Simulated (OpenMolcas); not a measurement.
# Cu⁺: RASSCF and RASPT2 terms and fine-structure levels

Which level of Cu⁺ lies lowest, and where do the others fall? The reference wave functions come first, then spin-orbit coupling, then second-order correlation under several settings.

Method: state-averaged RASSCF and RASPT2, spin-orbit coupling by RASSI with atomic mean-field integrals. Code: OpenMolcas 26.06.

## (1) Starting point

| Quantity | Value |
| --- | --- |
| Species | Cu⁺ (copper, Z = 29, 28 electrons) |
| Basis | ANO-RCC-VTZP [6s5p3d2f1g], 59 functions |
| Scalar Hamiltonian | DKH2, point nucleus |
| Inactive shells | 1s 2s 2p 3s 3p |
| Active space | 10 electrons in 9 orbitals (RAS2 3d 4s; RAS3 4p, at most 2 electrons) |
| Some configurations of this space | 3d7 4s2 4p, 3d8 4s 4p, 3d8 4s2 |
| Orbitals | optimised for the ground-state spin in each parity, averaged over the low roots |

The outer shells:

3d7 4s2 4p
```
3d [↑↓][↑↓][↑ ][↑ ][↑ ]
4s [↑↓]
4p [↑ ][  ][  ]
```

3d8 4s 4p
```
3d [↑↓][↑↓][↑↓][↑ ][↑ ]
4s [↑ ]
4p [↑ ][  ][  ]
```

3d8 4s2
```
3d [↑↓][↑↓][↑↓][↑ ][↑ ]
4s [↑↓]
```

Each step is its own input file, run in one work folder so that later steps find the files of earlier ones. Labels, J, g values, rates, χT and fits are worked out afterwards by a script from the matrices that RASSI stores.

## (2) One- and two-electron integrals

Input file a.inp:

```
&GATEWAY
Coord
1

Cu 0.0 0.0 0.0
Basis=ANO-RCC-VTZP
Group=XYZ
NoMove
AngMom=0.0 0.0 0.0
AMFI
&SEWARD
```

Launch:

```console
$ OMP_NUM_THREADS=1 MOLCAS_MEM=1689 MOLCAS_PROJECT=a pymolcas a.inp > a.log
```

## (3) A small preliminary run for start orbitals

Input file a.inp:

```
&RASSCF
FileOrb=start.orb
Symmetry=1
Spin=3
nActEl=10 0 0
Inactive=3 6
Ras2=6 0
CIRoot=15 15 1
SDav=15
CIMx=300
Iter=120 100
PrWF=0.3
OrbListing=Nothing
MaxOrb=0
Atom
>>> COPY $Project.JobIph JOBPRE
```

## (4) Reference wave functions, singlets of even parity, 19 roots

Input file a.inp:

```
&RASSCF
FileOrb=start.orb
Symmetry=1
Spin=1
nActEl=10 0 2
Inactive=3 6
Ras2=6 0
Ras3=0 3
CIRoot=19 19 1
SDav=966
CIMx=300
Iter=120 100
PrWF=0.3
OrbListing=Nothing
MaxOrb=0
Thrs=2.0e-7 1.0e-1 5.0e-4
Atom
>>> COPY $Project.JobIph JOB001
```

## (5) Reference wave functions, triplets of even parity, 27 roots

Input file a.inp:

```
&RASSCF
FileOrb=start.orb
Symmetry=1
Spin=3
nActEl=10 0 2
Inactive=3 6
Ras2=6 0
Ras3=0 3
CIRoot=27 27 1
SDav=1320
CIMx=300
Iter=120 100
PrWF=0.3
OrbListing=Nothing
MaxOrb=0
Thrs=2.0e-7 1.0e-1 5.0e-4
Atom
CIOnly
>>> COPY $Project.JobIph JOB002
```

## (6) Reference wave functions, singlets of odd parity, 15 roots

Input file a.inp:

```
&RASSCF
FileOrb=start.orb
Symmetry=2
Spin=1
nActEl=10 0 2
Inactive=3 6
Ras2=6 0
Ras3=0 3
CIRoot=15 15 1
SDav=210
CIMx=300
Iter=120 100
PrWF=0.3
OrbListing=Nothing
MaxOrb=0
Thrs=2.0e-7 1.0e-1 5.0e-4
Atom
>>> COPY $Project.JobIph JOB003
```

## (7) Reference wave functions, triplets of odd parity, 102 roots

Input file a.inp:

```
&RASSCF
FileOrb=start.orb
Symmetry=2
Spin=3
nActEl=10 0 2
Inactive=3 6
Ras2=6 0
Ras3=0 3
CIRoot=102 102 1
SDav=270
CIMx=300
Iter=120 100
PrWF=0.3
OrbListing=Nothing
MaxOrb=0
Thrs=2.0e-7 1.0e-1 5.0e-4
Atom
CIOnly
>>> COPY $Project.JobIph JOB004
```

## (8) RASSI: spin-orbit coupling between the states

Input file a.inp:

```
&RASSI
NrOfJobIphs=4 19 15 15 15
1 2 3 4 5 6 7 8 9 10 11 12 13 14 15 16 17 18 19
1 2 3 4 5 6 7 8 9 10 11 12 13 14 15
1 2 3 4 5 6 7 8 9 10 11 12 13 14 15
1 2 3 4 5 6 7 8 9 10 11 12 13 14 15
IphNames
JOB001
JOB002
JOB003
JOB004
EJob
SpinOrbit
DIPRint=1.0
SOCoupling=1000.0
Subsets=2
MEES
Property=10
'ANGMOM' 1 'ANGMOM' 2 'ANGMOM' 3 'MLTPL  1' 1 'MLTPL  1' 2 'MLTPL  1' 3
'AMFI' 1 'AMFI' 2 'AMFI' 3 'MLTPL  2' 6
SOProperty=3
'ANGMOM' 1 'ANGMOM' 2 'ANGMOM' 3
```

## (9) CASPT2: IPEA 0.25, imaginary shift 0.1 (closed shells correlated: 3s 3p)

Input file a.inp:

```
>>> COPY JOB001 $Project.JobIph
&CASPT2
Multistate=19 1 2 3 4 5 6 7 8 9 10 11 12 13 14 15 16 17 18 19
Frozen=2 3
IPEA=0.25
Imaginary=0.1
MaxIter=60
WThr=0.0 0.3 0.05
PrWF=0.5
NoMix
>>> COPY JOB002 $Project.JobIph
&CASPT2
Multistate=15 1 2 3 4 5 6 7 8 9 10 11 12 13 14 15
Frozen=2 3
IPEA=0.25
Imaginary=0.1
MaxIter=60
WThr=0.0 0.3 0.05
PrWF=0.5
NoMix
>>> COPY JOB003 $Project.JobIph
&CASPT2
Multistate=15 1 2 3 4 5 6 7 8 9 10 11 12 13 14 15
Frozen=2 3
IPEA=0.25
Imaginary=0.1
MaxIter=60
WThr=0.0 0.3 0.05
PrWF=0.5
NoMix
>>> COPY JOB004 $Project.JobIph
&CASPT2
Multistate=15 1 2 3 4 5 6 7 8 9 10 11 12 13 14 15
Frozen=2 3
IPEA=0.25
Imaginary=0.1
MaxIter=60
WThr=0.0 0.3 0.05
PrWF=0.5
NoMix
```

## (10) CASPT2: IPEA 0, imaginary shift 0.1 (closed shells correlated: 3s 3p)

Changes to a.inp since step 9:

```diff
@@ -4,3 +4,3 @@
 Frozen=2 3
-IPEA=0.25
+IPEA=0.0
 Imaginary=0.1
@@ -14,3 +14,3 @@
 Frozen=2 3
-IPEA=0.25
+IPEA=0.0
 Imaginary=0.1
@@ -24,3 +24,3 @@
 Frozen=2 3
-IPEA=0.25
+IPEA=0.0
 Imaginary=0.1
@@ -34,3 +34,3 @@
 Frozen=2 3
-IPEA=0.25
+IPEA=0.0
 Imaginary=0.1
```

(Steps that only read results are left out.)

Before running it: what results should come out? Wanted: lowest level; first excited level; lowest level of another term; spin-orbit lowering of the lowest level; strongest of the lines computed, by gA, at RASSCF energies.

The runs gave:

| quantity | value |
| --- | --- |
| method | SS-RASPT2, IPEA 0.25, imaginary shift 0.1 (closed shells correlated: 3s 3p) |
| lowest level | 3d9 4s 3D3, 100 % of that term, g = 1.334 |
| ground level listed by NIST | 1S0 |
| first excited level | 3d9 4s 3D2 at 898 cm-1 |
| lowest level of another term | 3d9 4s 1D2 at 4130 cm-1 |
| spin-orbit lowering of the lowest level | 859 cm-1 |
| strongest of the lines computed, by gA, at RASSCF energies | 3d9 4p 3F* 4 → 3d9 4s 3D3, 335 nm, A = 1.15e+08 s⁻¹ |

What each method costs and misses:

```
                                              method  time of its own steps  time with the reference  mean absolute difference from method B (cm-1)
                                           A. RASSCF                1.9 min                  1.9 min                                           8500
B. SS-RASPT2, IPEA 0.25, imaginary shift 0.1, +3s 3p                   82 s                  3.2 min                                              0
   C. SS-RASPT2, IPEA 0, imaginary shift 0.1, +3s 3p                   84 s                  3.3 min                                            150
```

Times are of one thread on a shared host.

In words: The multiplet 3D is inverted; its intervals divided by the larger J differ by 70 % of their mean, where Landé's rule for pure LS coupling makes them equal. Only the configurations of the active space and the roots asked for are present. The ground level that NIST lists is not among them. The triplets rest on orbitals optimised for another spin in at least one step, which raises them against the optimised states. Not all states of the active space went into the spin-orbit step. CASPT2 does not keep the components of a term degenerate, and the means are used. Configurations with different d counts are hard to place against each other, and can be off by thousands to tens of thousands of cm-1. The lowest computed level is not the ground level that NIST lists (1S0). Only valence configurations of the active space appear, up to the ionisation limit; * or ° marks odd parity.
